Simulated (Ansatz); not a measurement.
# C₄H₁₀Br₂Cl₂Ga₂: up Jacob's ladder to CCSD(T)

The task here is to estimate one member of a computed series from the others.

Program: Ansatz 0.2.0, Gaussian basis. Level of theory: functionals in def2-TZVPP, the program's frozen cores in correlated methods. These are calculated values, not measurements.

Levels to be run: LDA (SPW92), PBE-D4, revPBE-D4, BLYP-D4, r2SCAN-D4, B97M-V, PBE0-D4, B3LYP-D4, r2SCANh-D4, r2SCAN0-D4, HSE06-D4, BHLYP-D4, CAM-B3LYP-D4, LC-ωPBE, ωB97X-V, ωB97M-V, B2PLYP, PBE-QIDH; CCSD(T)/def2-SVP; CCSD(T)/def2-TZVPP; MP2/def2-QZVPP; extrapolation to the limit; RPA on PBE.

## Structure used throughout

All runs share one geometry, relaxed beforehand with PBE0-D4 in a triple-zeta def2 set.

SMILES `C[CH2][Ga@-]1([Cl])[Br+][Ga@-]([Cl])([CH2]C)[Br+]1`, 20 atoms, charge 0, spin multiplicity 1.

Atoms are counted from 1 here; the program's logs count them from 0.

Bond lengths: C1–C2 1.523 Å, C1–H11 1.093 Å, C1–H12 1.094 Å, C1–H13 1.092 Å, C2–Ga3 1.960 Å, C2–H14 1.093 Å, C2–H15 1.094 Å, Ga3–Cl4 2.145 Å, Ga3–Br5 2.499 Å, Ga3–Br10 2.503 Å, Br5–Ga6 2.499 Å, Ga6–Cl7 2.145 Å, Ga6–C8 1.960 Å, Ga6–Br10 2.503 Å, C8–C9 1.523 Å, C8–H16 1.093 Å, C8–H17 1.094 Å, C9–H18 1.093 Å and more. Angles: C2–C1–H11 111.7°, C2–C1–H12 111.0°, C2–C1–H13 111.7°, H11–C1–H12 107.3°, H11–C1–H13 107.5°, H12–C1–H13 107.4°, C1–C2–Ga3 112.8°, C1–C2–H14 111.4°, C1–C2–H15 111.3°, Ga3–C2–H14 107.1°, Ga3–C2–H15 106.9°, H14–C2–H15 107.0°, C2–Ga3–Cl4 126.0°, C2–Ga3–Br5 110.9°, C2–Ga3–Br10 109.1°, Cl4–Ga3–Br5 106.7°, Cl4–Ga3–Br10 106.3°, Br5–Ga3–Br10 92.6° and more.

Set-up of the first run:

Input file in.yaml:

```yaml
crystal:
  periodic: [false, false, false]
  atoms:
    - {symbol: C, position_ang: [3.188144, -0.714284, -0.705529]}
    - {symbol: C, position_ang: [2.462430, 0.121110, 0.340987]}
    - {symbol: Ga, position_ang: [1.315515, -0.955060, 1.511198]}
    - {symbol: Cl, position_ang: [1.975255, -2.482326, 2.865737]}
    - {symbol: Br, position_ang: [-0.271833, 0.496192, 2.783719]}
    - {symbol: Ga, position_ang: [-1.954713, -0.120502, 1.042644]}
    - {symbol: Cl, position_ang: [-3.585710, -1.064210, 2.068222]}
    - {symbol: C, position_ang: [-2.106669, 1.285053, -0.315350]}
    - {symbol: C, position_ang: [-2.837094, 0.818722, -1.567995]}
    - {symbol: Br, position_ang: [-0.523065, -1.969342, 0.148556]}
    - {symbol: H, position_ang: [2.487559, -1.239347, -1.359800]}
    - {symbol: H, position_ang: [3.817998, -0.085920, -1.341574]}
    - {symbol: H, position_ang: [3.834575, -1.465617, -0.246056]}
    - {symbol: H, position_ang: [1.825828, 0.878726, -0.123724]}
    - {symbol: H, position_ang: [3.168499, 0.650383, 0.987186]}
    - {symbol: H, position_ang: [-1.091705, 1.619663, -0.545942]}
    - {symbol: H, position_ang: [-2.621430, 2.127773, 0.154899]}
    - {symbol: H, position_ang: [-3.856029, 0.493978, -1.344610]}
    - {symbol: H, position_ang: [-2.322952, -0.018450, -2.047052]}
    - {symbol: H, position_ang: [-2.904604, 1.623458, -2.305527]}
basis:
  gaussian: {orbitals: def2-TZVPP}
hamiltonian: {xc: lda}
output: {orbitals: {seedname: orbitals}}
```

Launch:

```sh
> ansatz run in.yaml --threads 11 --pin off --events-out ev --progress --plain --max-ram 166912MiB --backend cuda --devices 0, --max-vram 75GiB
```

Among the steps run: LDA; PBE-D4 (GGA); revPBE-D4 (GGA); BLYP-D4 (GGA); r2SCAN-D4 (meta-GGA); B97M-V (meta-GGA); PBE0-D4 (hybrid); B3LYP-D4 (hybrid); r2SCANh-D4 (hybrid); r2SCAN0-D4 (hybrid); HSE06-D4 (hybrid); BHLYP-D4 (hybrid); CAM-B3LYP-D4 (range-separated); LC-ωPBE (range-separated); ωB97X-V (range-separated); ωB97M-V (range-separated); B2PLYP (double hybrid); PBE-QIDH (double hybrid).

One table of the session follows, with a row left open; its other results are not shown here.

It belongs to the step «Frontier levels by functional». 

```
  functional  HOMO (eV)  gap (eV)
 LDA (SPW92)      -7.13      4.88
      PBE-D4      -6.98      5.02
   revPBE-D4      -6.92      5.07
     BLYP-D4      -6.83      4.96
   r2SCAN-D4          ?         ?
      B97M-V      -7.32      5.63
     PBE0-D4      -8.18      7.10
    B3LYP-D4      -7.97      6.63
  r2SCANh-D4      -7.70      6.27
  r2SCAN0-D4      -8.37      7.42
    HSE06-D4      -7.79      6.34
    BHLYP-D4      -9.28      9.19
CAM-B3LYP-D4      -9.49      9.40
     LC-ωPBE     -10.80     11.84
     ωB97X-V     -10.46     11.45
     ωB97M-V     -10.32     11.19
```

Estimate the missing values for r2SCAN-D4.

Worked estimate for «HOMO (eV)». Against the share of exact exchange, r2SCANh-D4 (0.1, -7.70), r2SCAN0-D4 (0.25, -8.37) give a slope of -4.47 per unit share; at 0 the line stands at -7.25.

As computed: HOMO (eV): -7.26; gap (eV): 5.50. In «HOMO (eV)» the line misses by +0.01.
